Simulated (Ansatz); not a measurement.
TiNF and its elements: a formation energy from the elements, run with the Ansatz DFT code, driven from Python.

`tinf.py`
```python
# -*- coding: utf-8 -*-
from collections import Counter
import warnings

import ansatz as az
import numpy as np

params = {
    'xc': 'LDA',
    'cutoff_ev': 460,
    'k_spacing': 0.27,
    'smearing': 'fermi_dirac',
    'sigma': 0.05,
}

PHASES = {
    'TiNF': (
        [(3.062, 0.0, 0.0), (0.0, 3.96439, 0.0), (0.0, 0.0, 7.87083)],
        [
            ('Ti', (0.5, 0.0, 0.89591)),
            ('Ti', (0.0, 0.5, 0.10409)),
            ('N', (0.5, 0.5, 0.93932)),
            ('N', (0.0, 0.0, 0.06068)),
            ('F', (0.0, 0.0, 0.72462)),
            ('F', (0.5, 0.5, 0.27538)),
        ],
    ),
    'Ti': (
        [(2.95, 0.0, 0.0), (-1.475, 2.55477, 0.0), (0.0, 0.0, 4.68)],
        [
            ('Ti', (1 / 3, 2 / 3, 0.25)),
            ('Ti', (2 / 3, 1 / 3, 0.75)),
        ],
    ),
    'N2': (
        [(9.0, 0.0, 0.0), (0.0, 9.5, 0.0), (0.0, 0.0, 10.0)],
        [
            ('N', (0.5, 0.5, 0.4445)),
            ('N', (0.5, 0.5, 0.5555)),
        ],
    ),
    'F2': (
        [(9.0, 0.0, 0.0), (0.0, 9.5, 0.0), (0.0, 0.0, 10.0)],
        [
            ('F', (0.5, 0.5, 0.429)),
            ('F', (0.5, 0.5, 0.571)),
        ],
    ),
}


def build(vectors, sites):
    crystal = az.Crystal(lattice=az.Lattice.of(vectors))
    for symbol, position in sites:
        crystal = crystal.atom(symbol, position)
    return crystal

GASES = {'N2', 'F2'}


def solve(name, crystal):
    calc = (
        crystal.calculation()
        .functional(params['xc'])
        .basis(params['cutoff_ev'])
        .kpoints(spacing=params['k_spacing'])
        .occupations(params['smearing'], width=params['sigma'])
        .stress()
    )
    if name in GASES:
        return calc.kpoints(1, 1, 1).relax(force_tolerance=0.01, max_steps=40).run(threads=1)
    calc = calc.relax(force_tolerance=0.01, max_steps=40, cell=True)
    return calc.run(threads=1)


def counts(outcome):
    return Counter(site.symbol for site in outcome.lattice.sites)

def formation_energy(outcome, mu):
    n = counts(outcome)
    return (outcome.report['energy_sigma0_ev'] - sum(k * mu[element] for element, k in n.items())) / sum(n.values())


def volume_per_atom(outcome):
    return abs(np.linalg.det(outcome.lattice.cell_ang)) / len(outcome.lattice.sites)

warnings.simplefilter('ignore', az.DeckWarning)

phases = {name: build(*cell) for name, cell in PHASES.items()}

done = {name: solve(name, crystal) for name, crystal in phases.items()}

references = {'Ti': 'Ti', 'N': 'N2', 'F': 'F2'}
mu = {element: done[name].report['energy_sigma0_ev'] / len(done[name].lattice.sites) for element, name in references.items()}

target = done['TiNF']
heat = formation_energy(target, mu)
for element, value in mu.items():
    print(f'mu({element}) = {value:.4f} eV from {references[element]}, {volume_per_atom(done[references[element]]):.2f} A^3/atom')
print(f'formation energy of TiNF: {heat:.4f} eV/atom = {96.4853 * heat:.1f} kJ/mol of atoms')
```

Is TiNF bound against its elements at this level, and by how much?

The formation energy is -2.503 eV an atom (-241.5 kJ per mole of atoms), so TiNF lies below the reference phases.

What the script printed:

Running `python tinf.py` prints:
```text
mu(Ti) = -2450.3029 eV from Ti, 16.09 A^3/atom
mu(N) = -373.5815 eV from N2, 427.50 A^3/atom
mu(F) = -790.7029 eV from F2, 427.50 A^3/atom
formation energy of TiNF: -2.5029 eV/atom = -241.5 kJ/mol of atoms
```

What to keep in mind:
- Absolute energies stand on the zero of these potentials, so only differences at equal settings mean something.
- No spin polarisation was allowed.
- For the metals among these phases the mesh is modest: differences between phases can be off by up to 40 meV an atom.
- The program warned that this SCF threshold is loose for forces or stresses.
- The cells come from databases of deposited and of computed structures, and not all need be stable phases.
- The compound is the structure given, not necessarily its lowest; energies are at zero temperature, with no correction for gases. A semilocal functional's error on such energies is often 0.05 to 0.1 eV an atom, and 0.1 to 0.3 eV against gases such as O2 or F2.
- The script silences the warnings on its input, which a real study should read.
- The whole script took 120 s on 1 thread of Arm Neoverse V2, with other jobs on the host, peak memory 0.57 GiB.
